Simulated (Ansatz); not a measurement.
# C2H2OTe (SMILES C#CO[TeH]): functionals against CCSD(T) at one geometry

The atoms stand at a structure displaced at random from a GFN2-xTB minimum. How far do the functionals agree with CCSD(T) there?

Method: single points in def2-TZVPP; program: Ansatz 0.2.0, Gaussian basis.

Cores are frozen in the correlated methods. Filled d shells of the heavier atoms are correlated. Core potentials replace the inner electrons past krypton, and spin-orbit coupling is left out. B3LYP uses VWN-RPA correlation.

## Step 1: Where the work starts

SMILES `C#CO[TeH]`, 6 atoms, charge 0, spin multiplicity 1.

Atoms are counted from 1 here; the program's logs count them from 0.

Bond lengths: C1–C2 1.195 Å, C1–H5 1.206 Å, C2–O3 1.255 Å, O3–Te4 2.074 Å, Te4–H6 1.876 Å. Angles: C2–C1–H5 157.6°, C1–C2–O3 169.1°, C2–O3–Te4 122.2°, O3–Te4–H6 82.7°.

Coordinates:

```xyz
6
charge 0, multiplicity 1
C     1.7608    0.1107    0.0200
C     0.6212   -0.1676    0.2459
O    -0.4848   -0.6000    0.6531
Te   -2.1574   -0.6859   -0.5710
H     2.7850    0.1920   -0.6124
H    -2.5452    0.9576    0.2470
```

## Step 2: CCSD(T)/def2-TZVPP

The input, run/in.yaml:

```yaml
crystal:
  periodic: [false, false, false]
  atoms:
    - {symbol: C, position_ang: [1.760800, 0.110700, 0.020000]}
    - {symbol: C, position_ang: [0.621200, -0.167600, 0.245900]}
    - {symbol: O, position_ang: [-0.484800, -0.600000, 0.653100]}
    - {symbol: Te, position_ang: [-2.157400, -0.685900, -0.571000]}
    - {symbol: H, position_ang: [2.785000, 0.192000, -0.612400]}
    - {symbol: H, position_ang: [-2.545200, 0.957600, 0.247000]}
basis:
  gaussian: {orbitals: def2-TZVPP}
correlation: {method: ccsd_t}
output: {forces: true}
```

The command line of these runs was not kept.

## Step 3: PBE0-D4/def2-TZVPP

run/in.yaml, as its differences from that of step 2:

```diff
@@ -11,3 +11,3 @@
   gaussian: {orbitals: def2-TZVPP}
-correlation: {method: ccsd_t}
-output: {forces: true}
+hamiltonian: {xc: pbe0, dispersion: d4}
+output: {forces: true, orbitals: {seedname: orbitals}}
```

## Step 4: wB97M-V/def2-TZVPP

run/in.yaml, as its differences from that of step 3:

```diff
@@ -11,3 +11,3 @@
   gaussian: {orbitals: def2-TZVPP}
-hamiltonian: {xc: pbe0, dispersion: d4}
-output: {forces: true, orbitals: {seedname: orbitals}}
+hamiltonian: {xc: {name: wB97M-V}}
+output: {forces: true}
```

## Step 5: r2SCAN-D4/def2-TZVPP

run/in.yaml, as its differences from that of step 4:

```diff
@@ -11,3 +11,3 @@
   gaussian: {orbitals: def2-TZVPP}
-hamiltonian: {xc: {name: wB97M-V}}
+hamiltonian: {xc: r2scan, dispersion: d4}
 output: {forces: true}
```

## Step 6: PBE-D4/def2-TZVPP

run/in.yaml, as its differences from that of step 5:

```diff
@@ -11,3 +11,3 @@
   gaussian: {orbitals: def2-TZVPP}
-hamiltonian: {xc: r2scan, dispersion: d4}
+hamiltonian: {xc: pbe, dispersion: d4}
 output: {forces: true}
```

## Step 7: revPBE-D4/def2-TZVPP

run/in.yaml, as its differences from that of step 6:

```diff
@@ -11,3 +11,3 @@
   gaussian: {orbitals: def2-TZVPP}
-hamiltonian: {xc: pbe, dispersion: d4}
+hamiltonian: {xc: {name: revPBE}, dispersion: d4}
 output: {forces: true}
```

## Step 8: B3LYP-D4/def2-TZVPP

run/in.yaml, as its differences from that of step 7:

```diff
@@ -11,3 +11,3 @@
   gaussian: {orbitals: def2-TZVPP}
-hamiltonian: {xc: {name: revPBE}, dispersion: d4}
+hamiltonian: {xc: {name: B3LYP}, dispersion: d4}
 output: {forces: true}
```

(Steps that only read results are left out.)

What does the calculation give? Wanted: energy less free atoms, CCSD(T)/def2-TZVPP; RMS force component; RMS force error; HOMO and LUMO, PBE0-D4; T1 diagnostic.

As calculated:

```
                                  quantity                                                                                              value
energy less free atoms, CCSD(T)/def2-TZVPP                                                                                         -20.514 eV
                       RMS force component                                                               1.848 to 2.115 eV/Å over the methods
                           RMS force error  PBE0-D4 0.397, wB97M-V 0.399, r2SCAN-D4 0.445, PBE-D4 0.502, revPBE-D4 0.503, B3LYP-D4 0.428 eV/Å
                    HOMO and LUMO, PBE0-D4                                                                                 -6.87 and -3.31 eV
                             T1 diagnostic                                                                                              0.016
```

In words: Against CCSD(T) the functionals' energies less atoms differ by -2.260 to -0.769 eV, PBE-D4 by -2.260 eV. The reference is not at the basis limit: in triple zeta CCSD(T) underbinds, which counts against methods that bind more; the gaps are no ranking. The forces of PBE0-D4 come nearest to CCSD(T), those of revPBE-D4 are farthest. Frozen-core CCSD(T) forces in triple zeta carry basis errors of their own, and this is one geometry, so small gaps rank nothing.
